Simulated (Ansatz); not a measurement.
# C3H5AlO: up Jacob's ladder to CCSD(T)

How much do the methods differ for C3H5AlO? The plan is to run it at one geometry with functionals of several rungs and with coupled cluster, and see how far each lands from CCSD(T) at the basis-set limit for the atomisation energy.

Computed with Ansatz 0.2.0, Gaussian basis. Level: functionals in def2-TZVPP, the program's frozen cores in correlated methods.

Levels to be run: LDA (SPW92), PBE-D4, revPBE-D4, BLYP-D4, r2SCAN-D4, B97M-V, PBE0-D4, B3LYP-D4, r2SCANh-D4, r2SCAN0-D4, HSE06-D4, BHLYP-D4, CAM-B3LYP-D4, LC-ωPBE, ωB97X-V, ωB97M-V, B2PLYP, PBE-QIDH; CCSD(T)/def2-SVP; CCSD(T)/def2-TZVPP; MP2/def2-QZVPP; extrapolation to the limit; RPA on PBE.

### Step 1. Structure used throughout

The geometry comes from an earlier relaxation with PBE0-D4 in a triple-zeta def2 set; it is a stationary point, not always the lowest conformer.

SMILES `C=[C]1O[CH2][AlH]1`, 10 atoms, charge 0, spin multiplicity 1.

Atoms are counted from 1 here; the program's logs count them from 0.

Bond lengths: C1–C2 1.331 Å, C1–H6 1.082 Å, C1–H7 1.086 Å, C2–O3 1.387 Å, C2–Al5 1.943 Å, O3–C4 1.452 Å, C4–Al5 1.974 Å, C4–H8 1.094 Å, C4–H9 1.094 Å, Al5–H10 1.585 Å. Angles: C2–C1–H6 119.5°, C2–C1–H7 122.3°, H6–C1–H7 118.2°, C1–C2–O3 121.7°, C1–C2–Al5 147.4°, O3–C2–Al5 91.0°, C2–O3–C4 108.9°, O3–C4–Al5 87.8°, O3–C4–H8 109.3°, O3–C4–H9 109.3°, Al5–C4–H8 119.9°, Al5–C4–H9 119.9°, H8–C4–H9 108.0°, C2–Al5–C4 72.3°, C2–Al5–H10 143.5°, C4–Al5–H10 144.2°.

### Step 2. LDA

This LDA is Slater exchange with PW92 correlation.

The input, in.yaml:

```yaml
crystal:
  periodic: [false, false, false]
  atoms:
    - {symbol: C, position_ang: [1.079089, -1.095540, -1.316121]}
    - {symbol: C, position_ang: [0.384748, -0.320547, -0.485631]}
    - {symbol: O, position_ang: [-0.223087, -0.832287, 0.650639]}
    - {symbol: C, position_ang: [-0.900103, 0.246134, 1.348617]}
    - {symbol: Al, position_ang: [-0.265776, 1.462308, -0.071122]}
    - {symbol: H, position_ang: [1.539162, -0.659377, -2.192545]}
    - {symbol: H, position_ang: [1.203937, -2.160873, -1.147003]}
    - {symbol: H, position_ang: [-0.495040, 0.331823, 2.361302]}
    - {symbol: H, position_ang: [-1.965654, 0.011587, 1.429621]}
    - {symbol: H, position_ang: [-0.274076, 2.965571, -0.574756]}
basis:
  gaussian: {orbitals: def2-TZVPP}
hamiltonian: {xc: lda}
output: {orbitals: {seedname: orbitals}}
```

Command:

```bash
$ ansatz run in.yaml --threads 2 --pin off --events-out ev --progress --plain --max-ram 4352MiB
```

After this run come: PBE-D4 (GGA); revPBE-D4 (GGA); BLYP-D4 (GGA); r2SCAN-D4 (meta-GGA); B97M-V (meta-GGA); B3LYP-D4 (hybrid); r2SCANh-D4 (hybrid); r2SCAN0-D4 (hybrid); HSE06-D4 (hybrid); BHLYP-D4 (hybrid); CAM-B3LYP-D4 (range-separated); LC-ωPBE (range-separated); ωB97X-V (range-separated); ωB97M-V (range-separated); B2PLYP (double hybrid); PBE-QIDH (double hybrid); CCSD(T) in def2-SVP; CCSD(T) in def2-TZVPP; MP2 in def2-QZVPP; RPA on PBE orbitals.

Before running them: what should the planned runs give, taken together? Wanted: atomisation energy, CCSD(T)/CBS; farthest beyond LDA; mean size of error, GGA; mean size of error, meta-GGA; mean size of error, hybrid; mean size of error, range-separated; mean size of error, double hybrid; gap, smallest and largest; T1 diagnostic.

The runs gave:

| quantity | value |
| --- | --- |
| atomisation energy, CCSD(T)/CBS | 911.4 kcal/mol |
| functionals within 4.6 kcal/mol (0.5 %) | revPBE-D4, BLYP-D4, B3LYP-D4, r2SCANh-D4, LC-ωPBE, ωB97X-V, PBE-QIDH |
| farthest beyond LDA | BHLYP-D4 (-32.7 kcal/mol) |
| mean size of error, GGA | 12.6 kcal/mol |
| mean size of error, meta-GGA | 7.8 kcal/mol |
| mean size of error, hybrid | 10.1 kcal/mol |
| mean size of error, range-separated | 3.8 kcal/mol |
| mean size of error, double hybrid | 5.6 kcal/mol |
| gap, smallest and largest | 2.73 eV (LDA (SPW92)), 9.24 eV (LC-ωPBE) |
| T1 diagnostic | 0.0142 |
| triples share of the correlation energy | 4.4 % |

LDA overbinds by 149.2 kcal/mol (16 %). PBE-D4 misses by +29.9 kcal/mol. Double hybrids carry the basis error of their MP2 part in triple zeta, and no dispersion term here, so their miss is partly the set-up's. Taken by rung, range-separated functionals do best (3.8 kcal/mol on average) and GGA ones worst beyond LDA (12.6 kcal/mol). The gap between the best rungs is small, so their order is not settled. Misses under about 4.6 kcal/mol are within the doubt on the reference itself, which lacks core-valence correlation, relativity and higher excitations. Hartree-Fock recovers 71 % of the binding; the rest is correlation. CCSD(T) in def2-SVP is off by -45.9 kcal/mol, more than most functionals: a good method in a small basis is no reference. Orbital gaps span 2.7 to 9.2 eV; exact exchange widens them. The restricted reference is unstable towards a spin-broken one.
